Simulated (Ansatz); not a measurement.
# SiGeH₇ (doublet): from Hartree-Fock to the top rungs at distance Si1–H5 along a hydrogen transfer = 1.609 Å, cc-pVDZ

How much of the correlation energy of SiGeH₇ (doublet) does each wave-function method recover here?

Method: cc-pVDZ, core rule «outside noble gas», up to 19 orbitals frozen; program: Ansatz 0.2.0, Gaussian basis.

To be run: UHF; CCSD(T) on ROHF; CCSD(T) on UHF; BCCD(T) on ROHF; CISD; CCSDT(Q) on ROHF; CCSDT(Q) on UHF; CASSCF and MRCISD+Q, 3 electrons in 3 orbitals; CASSCF and NEVPT2, 3 electrons in 3 orbitals; CASSCF and MRCISD+Q, 9 electrons in 9 orbitals; CASSCF and NEVPT2, 9 electrons in 9 orbitals.

### Step 1. The geometry

The geometry derives from fragments relaxed apart (PBE0/def2-TZVP) and kept rigid, so it is no stationary point. A hydrogen atom is moved between rigid fragments. No spin-orbit coupling is included. The filled d shell of Ge may be among the frozen orbitals whatever the setting's name suggests; the logs give the count.

9 atoms, charge 0, spin multiplicity 2.

Atoms are counted from 1 here; the program's logs count them from 0.

Bond lengths: Si1–H2 1.485 Å, Si1–H3 1.485 Å, Si1–H4 1.485 Å, Si1–H5 1.609 Å, Ge6–H7 1.539 Å, Ge6–H8 1.539 Å, Ge6–H9 1.539 Å. Angles: H2–Si1–H3 109.5°, H2–Si1–H4 109.5°, H2–Si1–H5 109.5°, H3–Si1–H4 109.5°, H3–Si1–H5 109.5°, H4–Si1–H5 109.5°, H7–Ge6–H8 111.2°, H7–Ge6–H9 111.2°, H8–Ge6–H9 111.2°.

As a file:

```
atom     x (Å)     y (Å)     z (Å)
 Si1  -2.74023   0.00000   0.00000
  H2  -3.23510   1.39971   0.00000
  H3  -3.23510  -0.69986   1.21218
  H4  -3.23510  -0.69985  -1.21218
  H5  -1.13123   0.00000   0.00000
 Ge6   1.14277   0.00000   0.00000
  H7   1.61144  -1.46592   0.00000
  H8   1.61144   0.73296  -1.26952
  H9   1.61144   0.73296   1.26952
```

### Step 2. UHF

in.yaml reads:

```yaml
crystal:
  periodic: [false, false, false]
  atoms:
    - {symbol: Si, position_ang: [-2.740232, 0.000000, 0.000001]}
    - {symbol: H, position_ang: [-3.235104, 1.399708, 0.000001]}
    - {symbol: H, position_ang: [-3.235103, -0.699855, 1.212183]}
    - {symbol: H, position_ang: [-3.235104, -0.699854, -1.212182]}
    - {symbol: H, position_ang: [-1.131232, 0.000000, 0.000000]}
    - {symbol: Ge, position_ang: [1.142768, 0.000000, 0.000000]}
    - {symbol: H, position_ang: [1.611437, -1.465915, 0.000000]}
    - {symbol: H, position_ang: [1.611436, 0.732958, -1.269520]}
    - {symbol: H, position_ang: [1.611437, 0.732958, 1.269519]}
basis:
  gaussian: {orbitals: cc-pVDZ}
magnetization: {spin_polarized: true, initial_magnetization: 1}
hamiltonian: {xc: hf}
output: {orbitals: {seedname: orbitals}}
```

The run is started by

```sh
$ ansatz run in.yaml --threads 1 --pin off --events-out ev --progress --plain --max-ram 2816MiB --backend cpu
```

The runs that follow: CCSD(T) on ROHF; CCSD(T) on UHF; BCCD(T) on ROHF; CISD; CCSDT(Q) on ROHF; CCSDT(Q) on UHF; CASSCF and MRCISD+Q, 3 electrons in 3 orbitals; CASSCF and NEVPT2, 3 electrons in 3 orbitals; CASSCF and MRCISD+Q, 9 electrons in 9 orbitals; CASSCF and NEVPT2, 9 electrons in 9 orbitals.

Before running them: what should the planned runs give, taken together? Wanted: UCCSDT(Q) below the RHF energy; RMP2 from UCCSDT(Q); UMP2 from UCCSDT(Q); RCCSD from UCCSDT(Q); RCCSD(T) from UCCSDT(Q); UCCSD(T) from UCCSDT(Q); RCCSDT(Q) from UCCSDT(Q); NEVPT2 frontier from UCCSDT(Q); MRCISD+Q frontier from UCCSDT(Q).

As calculated:

| quantity | value |
| --- | --- |
| UCCSDT(Q) below the RHF energy | -7.6081 eV |
| RMP2 from UCCSDT(Q) | +166.5 kJ/mol |
| UMP2 from UCCSDT(Q) | +166.2 kJ/mol |
| RCCSD from UCCSDT(Q) | +18.1 kJ/mol |
| RCCSD(T) from UCCSDT(Q) | +4.1 kJ/mol |
| UCCSD(T) from UCCSDT(Q) | +3.8 kJ/mol |
| RCCSDT(Q) from UCCSDT(Q) | +0.4 kJ/mol |
| NEVPT2 frontier from UCCSDT(Q) | +151.0 kJ/mol |
| MRCISD+Q frontier from UCCSDT(Q) | +5.0 kJ/mol |
| levels within 1 kcal/mol (43 meV) | RCCSD(T), UCCSD(T), BCCD(T), RCCSDT, UCCSDT, RCCSDT(Q) |
| T1 diagnostic | 0.015 |

What this shows: RCCSD(T) misses by +4.1 kJ/mol, 0.6 % of the correlation energy. Of the multireference levels listed MRCISD+Q frontier comes nearest in total energy (+5.0 kJ/mol), which doesn't show that its space is the better one. These misses are within one basis, not against nature; the frozen cores of restricted and unrestricted runs differ, which can shift their rows.
